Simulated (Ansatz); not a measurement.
# ClH₅N₃Nb: up Jacob's ladder to CCSD(T)

One table from this session's results is given with a row withheld; the runs are named, their logs left out.

Method: functionals in def2-TZVPP, the program's frozen cores in correlated methods; program: Ansatz 0.2.0, Gaussian basis.

The runs, in order: LDA (SPW92), PBE-D4, revPBE-D4, BLYP-D4, r2SCAN-D4, B97M-V, PBE0-D4, B3LYP-D4, r2SCANh-D4, r2SCAN0-D4, HSE06-D4, BHLYP-D4, CAM-B3LYP-D4, LC-ωPBE, ωB97X-V, ωB97M-V, B2PLYP, PBE-QIDH; CCSD(T)/def2-SVP; CCSD(T)/def2-TZVPP; MP2/def2-QZVPP; extrapolation to the limit; RPA on PBE.

### The geometry

An earlier PBE0-D4 in a triple-zeta def2 set relaxation fixed the geometry. Nb takes the def2 core potential; no spin-orbit term is included.

SMILES `[NH]=[Nb]([NH2])([NH2])[Cl]`, 10 atoms, charge 0, spin multiplicity 1.

Atoms are counted from 1 here; the program's logs count them from 0.

Bond lengths: N1–Nb2 1.740 Å, N1–H6 1.009 Å, Nb2–N3 1.969 Å, Nb2–N4 1.969 Å, Nb2–Cl5 2.336 Å, N3–H7 1.008 Å, N3–H8 1.011 Å, N4–H9 1.008 Å, N4–H10 1.011 Å. Angles: Nb2–N1–H6 169.5°, N1–Nb2–N3 105.3°, N1–Nb2–N4 105.3°, N1–Nb2–Cl5 113.2°, N3–Nb2–N4 112.2°, N3–Nb2–Cl5 110.3°, N4–Nb2–Cl5 110.3°, Nb2–N3–H7 126.1°, Nb2–N3–H8 123.7°, H7–N3–H8 110.1°, Nb2–N4–H9 126.1°, Nb2–N4–H10 123.7°, H9–N4–H10 110.1°.

As a file:

```xyz
10

N    -1.2329    0.9218   -0.9655
Nb   -0.0127   -0.1987   -0.4334
N    -0.8017   -1.1351    1.1080
N     1.5278    0.9139    0.0807
Cl    0.6107   -1.7330   -2.0802
H    -1.9305    1.4797   -1.4348
H    -1.7268   -0.9889    1.4811
H    -0.2885   -1.7790    1.6955
H     1.5793    1.9191    0.0231
H     2.3583    0.5492    0.5282
```

Set-up of the first run:

in.yaml

```yaml
crystal:
  periodic: [false, false, false]
  atoms:
    - {symbol: N, position_ang: [-1.232860, 0.921794, -0.965470]}
    - {symbol: Nb, position_ang: [-0.012656, -0.198706, -0.433351]}
    - {symbol: N, position_ang: [-0.801708, -1.135135, 1.107993]}
    - {symbol: N, position_ang: [1.527827, 0.913906, 0.080691]}
    - {symbol: Cl, position_ang: [0.610705, -1.733008, -2.080162]}
    - {symbol: H, position_ang: [-1.930525, 1.479709, -1.434766]}
    - {symbol: H, position_ang: [-1.726826, -0.988922, 1.481082]}
    - {symbol: H, position_ang: [-0.288543, -1.779021, 1.695451]}
    - {symbol: H, position_ang: [1.579272, 1.919121, 0.023103]}
    - {symbol: H, position_ang: [2.358313, 0.549163, 0.528229]}
basis:
  gaussian: {orbitals: def2-TZVPP}
hamiltonian: {xc: lda}
output: {orbitals: {seedname: orbitals}}
```

Launch:

```bash
ansatz run in.yaml --threads 4 --pin off --events-out ev --progress --plain --max-ram 10444MiB
```

Among the steps run: LDA; PBE-D4 (GGA); revPBE-D4 (GGA); BLYP-D4 (GGA); r2SCAN-D4 (meta-GGA); B97M-V (meta-GGA); PBE0-D4 (hybrid); B3LYP-D4 (hybrid); r2SCANh-D4 (hybrid); r2SCAN0-D4 (hybrid); HSE06-D4 (hybrid); BHLYP-D4 (hybrid); CAM-B3LYP-D4 (range-separated); LC-ωPBE (range-separated); ωB97X-V (range-separated); ωB97M-V (range-separated); B2PLYP (double hybrid); PBE-QIDH (double hybrid).

One table of the session follows, with a row left open; its other results are not shown here.

It belongs to the step «Frontier levels by functional». 

| functional | HOMO (eV) | gap (eV) |
| --- | --- | --- |
| LDA (SPW92) | -6.29 | 4.32 |
| PBE-D4 | -6.09 | 4.32 |
| revPBE-D4 | -6.03 | 4.33 |
| BLYP-D4 | -5.96 | 4.30 |
| r2SCAN-D4 | -6.39 | 4.74 |
| B97M-V | -6.44 | 4.84 |
| PBE0-D4 | -7.43 | 6.48 |
| B3LYP-D4 | -7.19 | 6.01 |
| r2SCANh-D4 | -6.89 | 5.55 |
| r2SCAN0-D4 | -7.65 | 6.77 |
| HSE06-D4 | -7.03 | 5.70 |
| BHLYP-D4 | -8.67 | 8.68 |
| CAM-B3LYP-D4 | ? | ? |
| LC-ωPBE | -10.20 | 11.47 |
| ωB97X-V | -9.81 | 11.00 |
| ωB97M-V | -9.70 | 10.59 |

Estimate the missing values for CAM-B3LYP-D4.

As computed: HOMO (eV): -8.81; gap (eV): 8.94. In the column «HOMO (eV)» it lies between ωB97M-V (-9.70) and BHLYP-D4 (-8.67).
